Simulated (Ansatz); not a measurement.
**LiSeO radical: single points off equilibrium**

How do the functionals fare away from a minimum? The structure is a structure displaced at random from a GFN2-xTB minimum.

Program: Ansatz 0.2.0, Gaussian basis. Level of theory: single points in def2-TZVPP. These are calculated values, not measurements.

Correlated methods freeze the cores. Filled d shells of the heavier atoms are correlated. The outer core shell of Li, Na, Mg and K is correlated. Orbitals are unrestricted.

**1. The starting structure**

3 atoms, charge 0, spin multiplicity 2.

Atoms are counted from 1 here; the program's logs count them from 0.

Bond lengths: Li1–O2 1.679 Å, O2–Se3 1.661 Å. Angles: Li1–O2–Se3 171.5°.

As a file:

```xyz
3

Li    0.6488   -1.5089    0.1752
O     0.0665    0.0549   -0.0097
Se   -0.7296    1.4976   -0.2202
```

**2. CCSD(T)/def2-TZVPP**

Contents of run/in.yaml:

```yaml
crystal:
  periodic: [false, false, false]
  atoms:
    - {symbol: Li, position_ang: [0.648800, -1.508900, 0.175200]}
    - {symbol: O, position_ang: [0.066500, 0.054900, -0.009700]}
    - {symbol: Se, position_ang: [-0.729600, 1.497600, -0.220200]}
basis:
  gaussian: {orbitals: def2-TZVPP}
magnetization: {spin_polarized: true, initial_magnetization: 1}
correlation: {method: ccsd_t}
scf: {omitted_lower_state_checks: [cluster_reference]}
output: {forces: true}
```

No record of the launch command was kept for these runs.

**3. PBE0-D4/def2-TZVPP**

Edit run/in.yaml of step 2 so:

```diff
@@ -9,4 +9,3 @@
 magnetization: {spin_polarized: true, initial_magnetization: 1}
-correlation: {method: ccsd_t}
-scf: {omitted_lower_state_checks: [cluster_reference]}
-output: {forces: true}
+hamiltonian: {xc: pbe0, dispersion: d4}
+output: {forces: true, orbitals: {seedname: orbitals}}
```

**4. wB97M-V/def2-TZVPP**

Edit run/in.yaml of step 3 so:

```diff
@@ -9,3 +9,3 @@
 magnetization: {spin_polarized: true, initial_magnetization: 1}
-hamiltonian: {xc: pbe0, dispersion: d4}
-output: {forces: true, orbitals: {seedname: orbitals}}
+hamiltonian: {xc: {name: wB97M-V}}
+output: {forces: true}
```

**5. r2SCAN-D4/def2-TZVPP**

Edit run/in.yaml of step 4 so:

```diff
@@ -9,3 +9,3 @@
 magnetization: {spin_polarized: true, initial_magnetization: 1}
-hamiltonian: {xc: {name: wB97M-V}}
+hamiltonian: {xc: r2scan, dispersion: d4}
 output: {forces: true}
```

**6. PBE-D4/def2-TZVPP**

Edit run/in.yaml of step 5 so:

```diff
@@ -9,3 +9,3 @@
 magnetization: {spin_polarized: true, initial_magnetization: 1}
-hamiltonian: {xc: r2scan, dispersion: d4}
+hamiltonian: {xc: pbe, dispersion: d4}
 output: {forces: true}
```

**7. revPBE-D4/def2-TZVPP**

Edit run/in.yaml of step 6 so:

```diff
@@ -9,3 +9,3 @@
 magnetization: {spin_polarized: true, initial_magnetization: 1}
-hamiltonian: {xc: pbe, dispersion: d4}
+hamiltonian: {xc: {name: revPBE}, dispersion: d4}
 output: {forces: true}
```

**8. CAM-B3LYP-D4/def2-TZVPP**

Edit run/in.yaml of step 7 so:

```diff
@@ -9,3 +9,3 @@
 magnetization: {spin_polarized: true, initial_magnetization: 1}
-hamiltonian: {xc: {name: revPBE}, dispersion: d4}
+hamiltonian: {xc: {name: CAM-B3LYP}, dispersion: d4}
 output: {forces: true}
```

(Steps that only read results are left out.)

**Question.** What will these runs give? Wanted: energy less free atoms, CCSD(T)/def2-TZVPP; RMS force component; RMS force error; HOMO and LUMO, PBE0-D4; T1 diagnostic.

As calculated:

```
                                  quantity                                                                                                  value
energy less free atoms, CCSD(T)/def2-TZVPP                                                                                              -6.628 eV
                       RMS force component                                                                   1.300 to 1.730 eV/Å over the methods
                           RMS force error  PBE0-D4 0.158, wB97M-V 0.107, r2SCAN-D4 0.036, PBE-D4 0.233, revPBE-D4 0.306, CAM-B3LYP-D4 0.125 eV/Å
                    HOMO and LUMO, PBE0-D4                                                                                     -3.97 and -1.65 eV
                             T1 diagnostic                                                                                                  0.016
```

Against CCSD(T) the functionals' energies less atoms differ by -0.858 to -0.292 eV, PBE-D4 by -0.858 eV. The reference is not at the basis limit: in triple zeta CCSD(T) underbinds, which counts against methods that bind more; the gaps are no ranking. The forces of r2SCAN-D4 come nearest to CCSD(T), those of revPBE-D4 are farthest. Frozen-core CCSD(T) forces in triple zeta carry basis errors of their own, and this is one geometry, so small gaps rank nothing.
